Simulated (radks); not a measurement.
# In²⁺ in [Kr] 4d9.5 5s1 5p0.5: an all-electron calculation

Wanted: eigenvalues, radial structure and energy terms of the indium ion In2+.

Method: Dirac Kohn-Sham, PBEsol, spin-unpolarised, spherical densities, finite nucleus; open shells fill j = l - 1/2 first. Code: radks (a radial shooting solver on a logarithmic mesh, Libxc functionals) version 1.

### Step 1. What is computed

| Quantity | Value |
| --- | --- |
| element | indium (Z = 49) |
| charge | +2 |
| electrons | 47 |
| configuration | [Kr] 4d9.5 5s1 5p0.5 |
| nuclear rms radius | 4.6156 fm |

### Step 2. Self-consistent calculation

The run's settings:

```text
Z 49
configuration [Kr] 4d9.5 5s1 5p0.5 6s0 4f0 5d0 6p0
relativity Dirac
functional pbe_sol,pbe_sol
spin unpolarised
j_filling energy
nucleus finite rms 4.6156 fm
c 137.035999084
```

On the command line:

```sh
$ python run_ks.py task.json out
```

All runs below come from this command, one after another.

Q: Predict the outcome of this run.

**Answer**, as computed:

| quantity | value |
| --- | --- |
| total energy | -5879.11073 hartree |
| exchange-correlation share of it | 2.66 % |
| −T/E | 1.0507 |
| highest occupied level | 5p1/2, -17.627 eV |
| most extended occupied level | 5p1/2, <r> = 2.70 bohr |
| radius at density 0.001 e/bohr³ | 3.78 bohr |
| maxima of the radial density | 4 |

5 principal shells are occupied and 4 maxima appear in the radial density; where shells overlap, one shows as a shoulder or not at all. Relativity lifts −T/E to 1.051. This is not the tabulated ground configuration, so its levels and sizes aren't those of the ground state, and no measured value stands beside it.
